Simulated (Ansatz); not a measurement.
# O (hcp type): the cost of one run

Method: DFT LDA, with the methods named in each step, in Ansatz 0.2.0.

**1. The starting structure**

The structure is hexagonal, space group P6_3/mmc (No. 194). Conventional cell: a = 2.579 Å, b = 2.579 Å, c = 2.574 Å, α = 90.00°, β = 90.00°, γ = 120.00°. O (site symmetry -6m2) is surrounded by 6 O at 1.97 Å.

As a file:

```
CELL_PARAMETERS angstrom
2.57867 0.00000 0.00000
-1.28933 2.23319 0.00000
0.00000 0.00000 2.57399
ATOMIC_POSITIONS crystal
O 0.33333 0.66667 0.25000
O 0.66667 0.33333 0.75000
```

Whether this phase is the stable one at these pressures isn't tested.

Atoms are numbered in the order of the input: O1, O2.

**2. The reference volume, LAPW**

input.yaml

```yaml
crystal:
  lattice:
    - [2.5786656298, 0.0, 0.0]
    - [-1.2893328149, 2.2331899433, 0.0]
    - [0.0, 0.0, 2.5739891007]
  atoms:
    - { symbol: O, position: [0.3333333333, 0.6666666667, 0.25] }
    - { symbol: O, position: [0.6666666667, 0.3333333333, 0.75] }
kpoints:
  mp_grid: { grid: [19, 19, 11] }
  band_path:
    path:
      - [0.0, 0.0, 0.0]
      - [0.5, 0.0, 0.0]
      - [0.3333333333, 0.3333333333, 0.0]
      - [0.0, 0.0, 0.0]
      - [0.0, 0.0, 0.5]
      - [0.5, 0.0, 0.5]
      - [0.3333333333, 0.3333333333, 0.5]
      - [0.0, 0.0, 0.5]
      - [0.5, 0.0, 0.5]
    npoints: 14
scf:
  occupations: { method: fermi_dirac, width: 0.1 }
hamiltonian:
  xc: lda
  pseudopotentials: { kind: all_electron, lapw: { basis_error: 0.001 } }
output:
  forces: true
  stress: true
  eigenvalues: true
  populations: true
  dos: { projected: true, de: 0.2, e_range: [-14, 8] }
```

On the command line:

```bash
$ ansatz run input.yaml --threads 1 --pin off --max-ram 2048MiB --backend cpu --events-out ev --progress --plain --runs-dir out
```

What time and memory should one allow on 1 thread of Intel Xeon Platinum 8259CL at 2.50GHz (Skylake/Cascade Lake), shared host?

About 18 s, with a peak of 0.4 GiB.
